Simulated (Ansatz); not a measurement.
# C3FGeN3: one species, many methods

The task here is to estimate one member of a computed series from the others.

Program: Ansatz 0.2.0, Gaussian basis. Level of theory: functionals in def2-TZVPP, the program's frozen cores in correlated methods. These are calculated values, not measurements.

Levels to be run: LDA (SPW92), PBE-D4, revPBE-D4, BLYP-D4, r2SCAN-D4, B97M-V, PBE0-D4, B3LYP-D4, r2SCANh-D4, r2SCAN0-D4, HSE06-D4, BHLYP-D4, CAM-B3LYP-D4, LC-ωPBE, ωB97X-V, ωB97M-V, B2PLYP, PBE-QIDH; CCSD(T)/def2-SVP; CCSD(T)/def2-TZVPP; MP2/def2-QZVPP; extrapolation to the limit; RPA on PBE.

## The geometry

The geometry comes from an earlier relaxation with PBE0-D4 in a triple-zeta def2 set; it is a stationary point, not always the lowest conformer.

SMILES `N#[C][Ge]([F])([C]#N)[C]#N`, 8 atoms, charge 0, spin multiplicity 1.

Atoms are counted from 1 here; the program's logs count them from 0.

Bond lengths: N1–C2 1.150 Å, C2–Ge3 1.895 Å, Ge3–F4 1.705 Å, Ge3–C5 1.895 Å, Ge3–C7 1.895 Å, C5–N6 1.150 Å, C7–N8 1.150 Å. Angles: N1–C2–Ge3 179.3°, C2–Ge3–F4 108.3°, C2–Ge3–C5 110.6°, C2–Ge3–C7 110.6°, F4–Ge3–C5 108.3°, F4–Ge3–C7 108.3°, C5–Ge3–C7 110.6°, Ge3–C5–N6 179.3°, Ge3–C7–N8 179.3°.

Coordinates:

```csv
atom,x (Å),y (Å),z (Å)
N1,2.5501,0.1830,1.4788
C2,1.6403,0.1274,0.7776
Ge3,0.1275,0.0328,-0.3600
F4,0.6563,0.2149,-1.9708
C5,-1.0885,1.4333,0.0294
N6,-1.8280,2.2782,0.2783
C7,-0.7233,-1.6531,-0.1997
N8,-1.2420,-2.6735,-0.0892
```

Set-up of the first run:

in.yaml reads:

```yaml
crystal:
  periodic: [false, false, false]
  atoms:
    - {symbol: N, position_ang: [2.550112, 0.182976, 1.478775]}
    - {symbol: C, position_ang: [1.640256, 0.127359, 0.777561]}
    - {symbol: Ge, position_ang: [0.127454, 0.032800, -0.360035]}
    - {symbol: F, position_ang: [0.656267, 0.214940, -1.970839]}
    - {symbol: C, position_ang: [-1.088538, 1.433295, 0.029366]}
    - {symbol: N, position_ang: [-1.827967, 2.278217, 0.278337]}
    - {symbol: C, position_ang: [-0.723342, -1.653055, -0.199737]}
    - {symbol: N, position_ang: [-1.242043, -2.673532, -0.089228]}
basis:
  gaussian: {orbitals: def2-TZVPP}
hamiltonian: {xc: lda}
output: {orbitals: {seedname: orbitals}}
```

The run is started by

```sh
> ansatz run in.yaml --threads 4 --pin off --events-out ev --progress --plain --max-ram 11315MiB
```

Among the steps run: LDA; PBE-D4 (GGA); revPBE-D4 (GGA); BLYP-D4 (GGA); r2SCAN-D4 (meta-GGA); B97M-V (meta-GGA); B3LYP-D4 (hybrid); r2SCANh-D4 (hybrid); r2SCAN0-D4 (hybrid); HSE06-D4 (hybrid); BHLYP-D4 (hybrid); CAM-B3LYP-D4 (range-separated); LC-ωPBE (range-separated); ωB97X-V (range-separated); ωB97M-V (range-separated); B2PLYP (double hybrid); PBE-QIDH (double hybrid).

One of the session's tables, all rows but one given; the rest of the session is left out.

It belongs to the step «Orbital energies across the functionals». 

| functional | HOMO (eV) | LUMO (eV) | gap (eV) |
| --- | --- | --- | --- |
| LDA (SPW92) | ? | ? | ? |
| PBE-D4 | -9.66 | -4.08 | 5.59 |
| revPBE-D4 | -9.59 | -3.94 | 5.65 |
| BLYP-D4 | -9.57 | -3.94 | 5.63 |
| r2SCAN-D4 | -10.11 | -3.96 | 6.15 |
| B97M-V | -10.12 | -3.85 | 6.27 |
| PBE0-D4 | -11.29 | -3.21 | 8.08 |
| B3LYP-D4 | -11.00 | -3.42 | 7.58 |
| r2SCANh-D4 | -10.71 | -3.63 | 7.08 |
| r2SCAN0-D4 | -11.51 | -3.15 | 8.36 |
| HSE06-D4 | -10.88 | -3.59 | 7.29 |
| BHLYP-D4 | -12.51 | -2.24 | 10.27 |
| CAM-B3LYP-D4 | -12.74 | -2.14 | 10.60 |
| LC-ωPBE | -14.26 | -0.95 | 13.31 |
| ωB97X-V | -13.77 | -1.03 | 12.73 |
| ωB97M-V | -13.63 | -1.12 | 12.51 |

Estimate the missing values for LDA (SPW92).

The run gave: HOMO (eV): -9.84; LUMO (eV): -4.41; gap (eV): 5.42. In the column «HOMO (eV)» it lies between r2SCAN-D4 (-10.11) and PBE-D4 (-9.66).
